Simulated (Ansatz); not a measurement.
# CH6ClNOSi: a ladder of functionals and wavefunction methods

Aim: compute CH6ClNOSi with functionals from several rungs and with coupled cluster, and see how far each lands from CCSD(T) at the basis-set limit for the atomisation energy.

Program: Ansatz 0.2.0, Gaussian basis. Level of theory: functionals in def2-TZVPP, the program's frozen cores in correlated methods. These are calculated values, not measurements.

Levels to be run: LDA (SPW92), PBE-D4, revPBE-D4, BLYP-D4, r2SCAN-D4, B97M-V, PBE0-D4, B3LYP-D4, r2SCANh-D4, r2SCAN0-D4, HSE06-D4, BHLYP-D4, CAM-B3LYP-D4, LC-ωPBE, ωB97X-V, ωB97M-V, B2PLYP, PBE-QIDH; CCSD(T)/def2-SVP; CCSD(T)/def2-TZVPP; MP2/def2-QZVPP; extrapolation to the limit; RPA on PBE.

**1. The relaxed structure**

The geometry comes from an earlier relaxation with PBE0-D4 in a triple-zeta def2 set; it is a stationary point, not always the lowest conformer.

SMILES `CO[SiH](N)Cl`, 11 atoms, charge 0, spin multiplicity 1.

Atoms are counted from 1 here; the program's logs count them from 0.

Bond lengths: C1–O2 1.411 Å, C1–H6 1.094 Å, C1–H7 1.096 Å, C1–H8 1.091 Å, O2–Si3 1.631 Å, Si3–N4 1.690 Å, Si3–Cl5 2.059 Å, Si3–H9 1.479 Å, N4–H10 1.007 Å, N4–H11 1.007 Å. Angles: O2–C1–H6 111.0°, O2–C1–H7 111.5°, O2–C1–H8 108.1°, H6–C1–H7 108.7°, H6–C1–H8 108.9°, H7–C1–H8 108.6°, C1–O2–Si3 124.2°, O2–Si3–N4 112.8°, O2–Si3–Cl5 107.7°, O2–Si3–H9 109.7°, N4–Si3–Cl5 107.9°, N4–Si3–H9 110.0°, Cl5–Si3–H9 108.5°, Si3–N4–H10 120.6°, Si3–N4–H11 121.3°, H10–N4–H11 112.2°.

**2. LDA**

This LDA is Slater exchange with PW92 correlation.

Contents of in.yaml:

```yaml
crystal:
  periodic: [false, false, false]
  atoms:
    - {symbol: C, position_ang: [-1.201376, 1.472205, -0.166385]}
    - {symbol: O, position_ang: [-0.495651, 0.323170, -0.581228]}
    - {symbol: Si, position_ang: [0.460734, -0.566620, 0.395780]}
    - {symbol: N, position_ang: [1.212022, -1.847029, -0.411201]}
    - {symbol: Cl, position_ang: [1.933562, 0.671553, 1.129690]}
    - {symbol: H, position_ang: [-0.513816, 2.282844, 0.093643]}
    - {symbol: H, position_ang: [-1.839264, 1.261906, 0.699714]}
    - {symbol: H, position_ang: [-1.834462, 1.797906, -0.992775]}
    - {symbol: H, position_ang: [-0.330930, -1.080366, 1.534573]}
    - {symbol: H, position_ang: [0.700016, -2.685100, -0.632477]}
    - {symbol: H, position_ang: [1.974566, -1.687568, -1.048733]}
basis:
  gaussian: {orbitals: def2-TZVPP}
hamiltonian: {xc: lda}
output: {orbitals: {seedname: orbitals}}
```

Further steps of the session: PBE-D4 (GGA); revPBE-D4 (GGA); BLYP-D4 (GGA); r2SCAN-D4 (meta-GGA); B97M-V (meta-GGA); PBE0-D4 (hybrid); B3LYP-D4 (hybrid); r2SCANh-D4 (hybrid); r2SCAN0-D4 (hybrid); HSE06-D4 (hybrid); BHLYP-D4 (hybrid); CAM-B3LYP-D4 (range-separated); LC-ωPBE-D4 (range-separated); ωB97X-V (range-separated); ωB97M-V (range-separated); B2PLYP (double hybrid); PBE-QIDH (double hybrid); CCSD(T) in def2-SVP; CCSD(T) in def2-TZVPP; MP2 in def2-QZVPP; RPA on PBE orbitals.

Q: Predict the results of all the runs planned. Wanted: atomisation energy, CCSD(T)/CBS; farthest beyond LDA; mean size of error, GGA; mean size of error, meta-GGA; mean size of error, hybrid; mean size of error, range-separated; mean size of error, double hybrid; gap, smallest and largest; T1 diagnostic.

The runs gave:

```
                               quantity                                                        value
        atomisation energy, CCSD(T)/CBS                                                    41.878 eV
    functionals within 0.209 eV (0.5 %)  r2SCAN-D4, B97M-V, B3LYP-D4, CAM-B3LYP-D4, ωB97X-V, ωB97M-V
                    farthest beyond LDA                                         BHLYP-D4 (-1.309 eV)
                mean size of error, GGA                                                     0.423 eV
           mean size of error, meta-GGA                                                     0.070 eV
             mean size of error, hybrid                                                     0.525 eV
    mean size of error, range-separated                                                     0.173 eV
      mean size of error, double hybrid                                                     0.557 eV
              gap, smallest and largest                        6.39 eV (BLYP-D4), 13.87 eV (LC-ωPBE)
                          T1 diagnostic                                                       0.0102
triples share of the correlation energy                                                        3.7 %
```

**Reading.** The LDA atomisation energy is off by 5.768 eV (14 %): it overbinds. PBE-D4 is off by +0.441 eV. Double hybrids carry the basis error of their MP2 part in triple zeta, and no dispersion term here, so their miss is partly the set-up's. The rungs meta-GGA, range-separated miss on average by less than the doubt on the reference (0.209 eV), so they tie. The reference freezes the cores and leaves out relativity and excitations past (T), so misses under about 0.209 eV can't be ranked. Hartree-Fock recovers 72 % of the binding; the rest is correlation. CCSD(T) in def2-SVP is off by -3.200 eV, so the small basis spoils what the method gains. The gap grows from 6.4 to 13.9 eV across the functionals, mostly with the share of exact exchange.
